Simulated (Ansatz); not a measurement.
## Molecular dynamics of KMg₃AlGe₃O₁₀F₂

Input:

```yaml
accuracy: low
crystal:
  lattice:
    - [5.574967, 0.0, 0.0]
    - [2.786612, 4.829874, 0.0]
    - [0.896776, 1.605423, 10.731781]
  atoms:
    - { symbol: K, position: [0.000149, 0.507934, 0.976648] }
    - { symbol: Mg, position: [0.660306, 0.666111, 0.509204] }
    - { symbol: Mg, position: [0.335485, 0.323124, 0.508969] }
    - { symbol: Mg, position: [0.003357, 0.002889, 0.50893] }
    - { symbol: Al, position: [0.333782, 0.908583, 0.771911] }
    - { symbol: Ge, position: [0.666209, 0.240906, 0.776522] }
    - { symbol: Ge, position: [0.667716, 0.089491, 0.231051] }
    - { symbol: Ge, position: [0.334128, 0.75505, 0.230874] }
    - { symbol: O, position: [0.410339, 0.144866, 0.832137] }
    - { symbol: O, position: [0.589634, 0.555871, 0.832179] }
    - { symbol: O, position: [0.577725, 0.867544, 0.163998] }
    - { symbol: O, position: [0.422766, 0.444682, 0.163016] }
    - { symbol: O, position: [0.335242, 0.964039, 0.602936] }
    - { symbol: O, position: [0.664592, 0.298498, 0.604649] }
    - { symbol: O, position: [0.668146, 0.036366, 0.396858] }
    - { symbol: O, position: [0.334676, 0.698014, 0.396706] }
    - { symbol: O, position: [0.00069, 0.966106, 0.831387] }
    - { symbol: O, position: [0.00066, 0.022509, 0.16341] }
    - { symbol: F, position: [0.000396, 0.63986, 0.589287] }
    - { symbol: F, position: [0.994003, 0.367558, 0.409327] }
basis:
  ecutwfc: 500.0
kpoints:
  mp_grid: { grid: [2, 2, 1] }
hamiltonian:
  xc: r2scan
scf:
  occupations: { method: fermi_dirac, width: 0.05 }
  lower_state_search: "off"
md:
  timestep: 1
  n_steps: 120
  ensemble: nvt_langevin
  temperature: 900.0
  initial_velocities: maxwell_boltzmann
  seed: 583319
  friction: 0.05
```

Launched with:

```bash
$ ansatz run input.yaml --threads 2 --pin off --max-ram 5120MiB --backend cpu --events-out ev --progress --plain --runs-dir out
```

It starts from an unrelaxed structure (largest force component 0.95 eV/Å).

Output, in part (step lines):

```
md step     0: t =     0.00 fs  T =   855.0 K  F+E_penalty+E_count = -28095.90109927 eV  E_kin = 2.210346 eV  (9 SCF iters)
md step     1: t =     1.00 fs  T =   979.7 K  F+E_penalty+E_count = -28095.89620942 eV  E_kin = 2.532631 eV  (9 SCF iters)
md step     2: t =     2.00 fs  T =  1056.6 K  F+E_penalty+E_count = -28095.86669689 eV  E_kin = 2.731457 eV  (9 SCF iters)
md step     3: t =     3.00 fs  T =   925.7 K  F+E_penalty+E_count = -28095.81090325 eV  E_kin = 2.393010 eV  (9 SCF iters)
md step     4: t =     4.00 fs  T =   840.8 K  F+E_penalty+E_count = -28095.72988407 eV  E_kin = 2.173580 eV  (9 SCF iters)
md step     5: t =     5.00 fs  T =   650.1 K  F+E_penalty+E_count = -28095.64227535 eV  E_kin = 1.680575 eV  (7 SCF iters)
md step     6: t =     6.00 fs  T =   675.5 K  F+E_penalty+E_count = -28095.55706332 eV  E_kin = 1.746362 eV  (7 SCF iters)
md step     7: t =     7.00 fs  T =   731.7 K  F+E_penalty+E_count = -28095.46413610 eV  E_kin = 1.891611 eV  (6 SCF iters)
[... lines left out ...]
md step   120: t =   120.00 fs  T =   638.8 K  F+E_penalty+E_count = -28094.09218144 eV  E_kin = 1.651509 eV  (9 SCF iters)
```

The steps, from the saved trajectory:

```json
{"time (fs)": "0", "T (K)": "855", "potential energy less start (eV)": "0.000"}
{"time (fs)": "4", "T (K)": "841", "potential energy less start (eV)": "0.171"}
{"time (fs)": "8", "T (K)": "676", "potential energy less start (eV)": "0.537"}
{"time (fs)": "12", "T (K)": "500", "potential energy less start (eV)": "0.852"}
{"time (fs)": "16", "T (K)": "585", "potential energy less start (eV)": "1.030"}
{"time (fs)": "20", "T (K)": "659", "potential energy less start (eV)": "1.090"}
{"time (fs)": "24", "T (K)": "962", "potential energy less start (eV)": "1.096"}
{"time (fs)": "28", "T (K)": "968", "potential energy less start (eV)": "1.249"}
{"time (fs)": "32", "T (K)": "956", "potential energy less start (eV)": "1.282"}
{"time (fs)": "36", "T (K)": "758", "potential energy less start (eV)": "1.135"}
{"time (fs)": "40", "T (K)": "903", "potential energy less start (eV)": "0.714"}
{"time (fs)": "44", "T (K)": "1012", "potential energy less start (eV)": "0.360"}
{"time (fs)": "48", "T (K)": "1029", "potential energy less start (eV)": "0.276"}
{"time (fs)": "52", "T (K)": "914", "potential energy less start (eV)": "0.429"}
{"time (fs)": "56", "T (K)": "905", "potential energy less start (eV)": "0.692"}
{"time (fs)": "60", "T (K)": "824", "potential energy less start (eV)": "1.092"}
{"time (fs)": "64", "T (K)": "631", "potential energy less start (eV)": "1.500"}
{"time (fs)": "68", "T (K)": "646", "potential energy less start (eV)": "1.685"}
{"time (fs)": "72", "T (K)": "812", "potential energy less start (eV)": "1.659"}
{"time (fs)": "76", "T (K)": "763", "potential energy less start (eV)": "1.411"}
{"time (fs)": "80", "T (K)": "839", "potential energy less start (eV)": "1.240"}
{"time (fs)": "84", "T (K)": "987", "potential energy less start (eV)": "1.271"}
{"time (fs)": "88", "T (K)": "940", "potential energy less start (eV)": "1.453"}
{"time (fs)": "92", "T (K)": "1003", "potential energy less start (eV)": "1.486"}
{"time (fs)": "96", "T (K)": "863", "potential energy less start (eV)": "1.409"}
{"time (fs)": "100", "T (K)": "858", "potential energy less start (eV)": "1.342"}
{"time (fs)": "104", "T (K)": "974", "potential energy less start (eV)": "1.233"}
{"time (fs)": "108", "T (K)": "910", "potential energy less start (eV)": "1.264"}
{"time (fs)": "112", "T (K)": "859", "potential energy less start (eV)": "1.472"}
{"time (fs)": "116", "T (K)": "754", "potential energy less start (eV)": "1.740"}
{"time (fs)": "120", "T (K)": "639", "potential energy less start (eV)": "1.809"}
```

All steps were run. A run of 0.12 ps of so small a system gives no equilibrium averages. Limits of this set-up: coarse k mesh, low accuracy level.

Mean squared displacements from the first frame to the last, about the centre of mass: K 0.03 Å², Mg 0.02 Å², Al 0.01 Å², Ge 0.04 Å², O 0.08 Å², F 0.12 Å².

Last frame:

```xyz
20
Lattice="5.5750 0.0000 0.0000 2.7866 4.8299 0.0000 0.8968 1.6054 10.7318" Properties=species:S:1:pos:R:3
K 2.142 4.040 10.532
Mg 5.866 4.307 5.522
Mg 3.167 2.546 5.563
Mg 0.292 1.024 5.464
Al 5.122 5.756 8.254
Ge 5.138 2.402 8.212
Ge 4.106 1.156 2.587
Ge 4.119 4.154 2.521
O 3.792 1.664 8.944
O 5.672 4.116 8.715
O 5.648 4.748 2.016
O 3.859 2.665 1.792
O 5.024 5.841 6.433
O 4.964 2.660 6.463
O 4.074 0.979 4.396
O 4.122 4.144 4.279
O 3.618 6.285 8.868
O 0.116 0.669 1.758
F 2.145 4.167 6.397
F 6.433 2.578 4.600
```

The run took 20 min on 2 threads of Intel(R) Xeon(R) Platinum 8259CL CPU @ 2.50GHz (Skylake/Cascade Lake) (shared host), peak memory 1.2 GiB.
